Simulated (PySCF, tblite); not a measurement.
# C3H8FSi3 radical: geometry, infrared bands and EPR parameters

What infrared bands and EPR parameters should C3H8FSi3 radical (`FCC#C[Si]([SiH3])[SiH3]`) show?

The runs use tblite 0.8.0 and PySCF 2.14.0, with density-fitted response routines of our own; the level of theory stands in each step. All values are computed, except where a source is named. Atoms are numbered from 0 throughout.

## Step 1: The starting structure

15 atoms, charge 0, multiplicity 2; geometry from: force field or distance geometry start.

Bonds of the start (Å): F0–C1 1.39, C1–C2 1.46, C2–C3 1.23, C3–Si4 1.81, Si4–Si5 2.22, Si4–Si6 2.25, C1–H7 1.12, C1–H8 1.12, Si5–H9 1.48, Si5–H10 1.49, Si5–H11 1.48, Si6–H12 1.47, Si6–H13 1.46, Si6–H14 1.47.

## Step 2: Relaxing the molecule with GFN2-xTB

Job settings and geometry (Å):

```
{"job": {"kind": "relax", "xc": "GFN2-xTB", "basis": "xTB"}, "charge": 0, "multiplicity": 2}
F      2.478900     1.763400     2.199400
C      2.933800     1.025000     1.119200
C      1.834300     0.497600     0.311400
C      0.905600     0.072200    -0.369700
Si    -0.484000    -0.563400    -1.346100
Si    -1.478200    -2.312600    -0.400800
Si    -1.872000     1.182300    -1.628700
H      3.588700     1.711600     0.526100
H      3.474400     0.129700     1.507800
H     -2.950900    -2.295700    -0.573300
H     -0.934700    -3.581500    -0.955900
H     -1.176000    -2.314100     1.049600
H     -1.011300     2.290000    -2.071900
H     -2.927700     0.867400    -2.593700
H     -2.385300     1.536000    -0.301100
```

Launch:

```sh
> OMP_NUM_THREADS=1 python probes_run.py task.json out
```

One launch serves the whole session: the jobs run in the order shown.

**Question.** This job is followed by: GFN2-xTB harmonic vibrations, gas phase; UKS B3LYP, pcH-1 on C F H Si, non-relativistic, mean-field spin-orbit, GIAO. Predict these results of the whole session: strongest single infrared mode (GFN2-xTB); zero-point energy (GFN2-xTB); g(iso) (B3LYP); ⟨S²⟩; largest a(iso) (averaged by class); potential on the surface of density 0.002 e/bohr³, 1st and 99th percentile.

**Answer**, as computed:

| quantity | value |
| --- | --- |
| strongest single infrared mode (GFN2-xTB) | 749 cm⁻¹, 1437 km/mol |
| zero-point energy (GFN2-xTB) | 53.9 kcal/mol |
| g(iso) (B3LYP) | 2.00423 |
| ⟨S²⟩ | 0.756 (exact 0.75) |
| largest a(iso) (averaged by class) | 29Si on Si4, -278.2 MHz |
| potential on the surface of density 0.002 e/bohr³, 1st and 99th percentile | -1.02 V and 1.21 V |

In words: The optimisation took 127 steps and gained 0.346 eV; among the close pairs (by a distance rule), Si4–Si5 changed most, from 2.223 to 2.305 Å. All 39 modes are real, so the xTB geometry is a minimum. The strongest single mode, at 749 cm⁻¹, has its largest shares on H13, H9, H10 and H12 (the list is cut at 4 atoms). Unscaled tight-binding wavenumbers are off by several per cent, some by more. Its intensities can rank the bands wrongly. Most of the unpaired spin sits on Si4 (0.90 e). The isotropic g lies 1.9 ppt above the free-electron value. These values are for one conformer; the search (at its own cheap level) found 1 more, at 0.17 kcal/mol, and measured spectra average over such forms.
